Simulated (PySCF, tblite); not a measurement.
# C₇H₁₄N₂: geometry, infrared bands and NMR shifts

Aim: predict the infrared bands and NMR shifts of C₇H₁₄N₂ (`C=CN(C)N1CCCC1`).

Programs: tblite 0.8.0 and PySCF 2.14.0, with density-fitted response routines of our own. Each step states its level of theory. These are calculated values for one molecule in the gas phase, unless marked as measured. Atoms are numbered from 0 throughout.

### 1 The molecule as given

23 atoms, charge 0, multiplicity 1; geometry from: force field or distance geometry start.

Bonds of the start (Å): C0–C1 1.31, C1–N2 1.44, N2–C3 1.46, N2–N4 1.36, N4–C5 1.43, C5–C6 1.52, C6–C7 1.51, C7–C8 1.53, C8–N4 1.45, C0–H9 1.09, C0–H10 1.07, C1–H11 1.07, C3–H12 1.12, C3–H13 1.11, C3–H14 1.09, C5–H15 1.12, C5–H16 1.11, C6–H17 1.11, C6–H18 1.10, C7–H19 1.11, C7–H20 1.10, C8–H21 1.12, C8–H22 1.08.

### 2 Optimising the geometry with GFN2-xTB

Job settings and geometry (Å):

```
{"job": {"kind": "relax", "xc": "GFN2-xTB", "basis": "xTB"}, "charge": 0, "multiplicity": 1}
C     -3.095200     0.772400    -0.662700
C     -1.805400     0.760700    -0.910200
N     -0.935600    -0.305900    -0.482900
C     -1.564600    -1.595500    -0.209500
N      0.415900    -0.210800    -0.322800
C      0.981000     1.097800    -0.419100
C      2.252500     1.048700     0.415000
C      2.414600    -0.415400     0.762400
C      0.956500    -0.853000     0.853900
H     -3.630900    -0.011600    -0.128500
H     -3.678900     1.604300    -1.007700
H     -1.400000     1.601900    -1.439500
H     -0.859300    -2.331800    -0.679000
H     -1.517400    -1.823500     0.870800
H     -2.560100    -1.657300    -0.656400
H      0.301000     1.907900    -0.063900
H      1.294900     1.278600    -1.463500
H      2.089900     1.578900     1.378500
H      3.124000     1.448300    -0.128800
H      2.900300    -0.999100    -0.044800
H      2.918900    -0.552800     1.734800
H      0.570900    -0.391300     1.793100
H      0.822200    -1.924600     0.820800
```

The run is started by

```sh
$ OMP_NUM_THREADS=1 python probes_run.py task.json out
```

One launch serves the whole session: the jobs run in the order shown.

**Question.** This job is followed by: GFN2-xTB harmonic vibrations, gas phase; GIAO PBE0/pcSseg-1 NMR shielding, non-relativistic, gas phase. What will the session give for the following? strongest single infrared mode (GFN2-xTB); zero-point energy (GFN2-xTB); ¹³C shifts against TMS (PBE0/pcSseg-1, means over atoms taken as alike); ¹H shifts against TMS (PBE0/pcSseg-1, means over atoms taken as alike); ¹⁵N shifts against NH3 (PBE0/pcSseg-1).

**Answer**, as computed:

| quantity | value |
| --- | --- |
| strongest single infrared mode (GFN2-xTB) | 1698 cm⁻¹, 175 km/mol |
| zero-point energy (GFN2-xTB) | 126.6 kcal/mol |
| ¹³C shifts against TMS (PBE0/pcSseg-1, means over atoms taken as alike) | 145.4, 86.4, 57.6, 42.1, 30.1 ppm |
| ¹H shifts against TMS (PBE0/pcSseg-1, means over atoms taken as alike) | 6.26, 4.00, 3.63, 3.23, 2.95, 1.72 ppm |
| ¹⁵N shifts against NH3 (PBE0/pcSseg-1) | 135.5, 112.3 ppm |

Relaxing lowered the energy by 0.957 eV in 266 steps; the close pair that moved most is C1–N2, from 1.441 to 1.377 Å. No mode is imaginary among the 63: a minimum at this level. The strongest single mode, at 1698 cm⁻¹, moves mainly C1 and C0. Unscaled tight-binding wavenumbers are off by several per cent, some by more. Its intensities can rank the bands wrongly. The most deshielded carbon is C1 (alkene carbon bearing nitrogen), at 145.4 ppm: an sp2 carbon further deshielded by the attached heteroatom. The most deshielded hydrogen is H11 (hydrogen on an alkene carbon bearing nitrogen), at 6.26 ppm: a vinylic proton, deshielded by the sp2 carbon and the C=C anisotropy. At PBE0/pcSseg-1: The widest tensor belongs to C1: span 191 ppm, with a paramagnetic part of -214 ppm.
